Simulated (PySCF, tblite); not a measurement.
**C₆H₁₅PSi: geometry, infrared bands and NMR shifts**

Aim: predict the infrared bands and NMR shifts of C₆H₁₅PSi (`CCP([SiH2]C)C1CC1`).

Computed with tblite 0.8.0 and PySCF 2.14.0, with density-fitted response routines of our own, on a single molecule in the gas phase. Atoms are numbered from 0 throughout.

### Step 1. Starting geometry

23 atoms, charge 0, multiplicity 1; geometry from: force field or distance geometry start.

Bonds of the start (Å): C0–C1 1.53, C1–P2 1.84, P2–Si3 2.23, Si3–C4 1.83, P2–C5 1.82, C5–C6 1.50, C6–C7 1.51, C7–C5 1.51, C0–H8 1.10, C0–H9 1.09, C0–H10 1.08, C1–H11 1.09, C1–H12 1.11, Si3–H13 1.48, Si3–H14 1.49, C4–H15 1.09, C4–H16 1.09, C4–H17 1.10, C5–H18 1.09, C6–H19 1.09, C6–H20 1.08, C7–H21 1.08, C7–H22 1.09.

### Step 2. Geometry optimisation with GFN2-xTB

What the job is given:

```
{"job": {"kind": "relax", "xc": "GFN2-xTB", "basis": "xTB"}, "charge": 0, "multiplicity": 1}
C      1.088500     2.419400     1.524000
C     -0.144400     1.518300     1.481600
P     -0.335500     0.677600    -0.142500
Si    -2.155000    -0.546200     0.274500
C     -2.494600    -1.671900    -1.133900
C      0.969900    -0.592000    -0.041700
C      1.380200    -1.274200    -1.318400
C      2.298500    -0.258700    -0.682500
H      1.142100     2.932700     2.491400
H      1.030300     3.185400     0.745700
H      2.006300     1.856500     1.393500
H     -1.031700     2.119900     1.695200
H     -0.065000     0.777200     2.307600
H     -3.287600     0.366900     0.522500
H     -1.892100    -1.321600     1.522300
H     -2.660500    -1.103900    -2.051900
H     -1.661900    -2.357500    -1.315000
H     -3.389900    -2.279400    -0.962000
H      1.009900    -1.173300     0.881300
H      1.673200    -2.319500    -1.252500
H      0.894900    -1.001800    -2.244200
H      2.418300     0.687800    -1.195500
H      3.201400    -0.614600    -0.192700
```

Run with:

```console
$ OMP_NUM_THREADS=1 python probes_run.py task.json out
```

This one command runs all jobs of the session in turn.

**Question.** This job is followed by: GFN2-xTB harmonic vibrations, gas phase; GIAO PBE0/pcSseg-1 NMR shielding, non-relativistic, gas phase. What will the session give for the following? strongest single infrared mode (GFN2-xTB); zero-point energy (GFN2-xTB); 13C shifts against TMS (PBE0/pcSseg-1, means over atoms taken as alike); 1H shifts against TMS (PBE0/pcSseg-1, means over atoms taken as alike); 31P shifts against H3PO4 (PBE0/pcSseg-1); 29Si shifts against TMS (PBE0/pcSseg-1).

The runs gave:

```
                                                               quantity                                         value
                              strongest single infrared mode (GFN2-xTB)                         2158 cm⁻¹, 286 km/mol
                                           zero-point energy (GFN2-xTB)                                119.2 kcal/mol
13C shifts against TMS (PBE0/pcSseg-1, means over atoms taken as alike)                24.2, 15.6, 9.2, 6.4, -7.5 ppm
 1H shifts against TMS (PBE0/pcSseg-1, means over atoms taken as alike)  4.23, 1.64, 1.39, 0.75, 0.40, 0.30, 0.25 ppm
                               31P shifts against H3PO4 (PBE0/pcSseg-1)                                    -101.2 ppm
                                29Si shifts against TMS (PBE0/pcSseg-1)                                     -39.4 ppm
```

Relaxing lowered the energy by 0.121 eV in 64 steps; the close pair that moved most is Si3–C4, from 1.835 to 1.898 Å. No mode is imaginary among the 63: a minimum at this level. The strongest single mode, at 2158 cm⁻¹, moves mainly H14. GFN2-xTB is a fitted tight-binding method: band positions and strengths are rough. Its intensities can rank the bands wrongly. At PBE0/pcSseg-1: Shielding is most anisotropic at P2 (span 123 ppm, paramagnetic term -551 ppm).
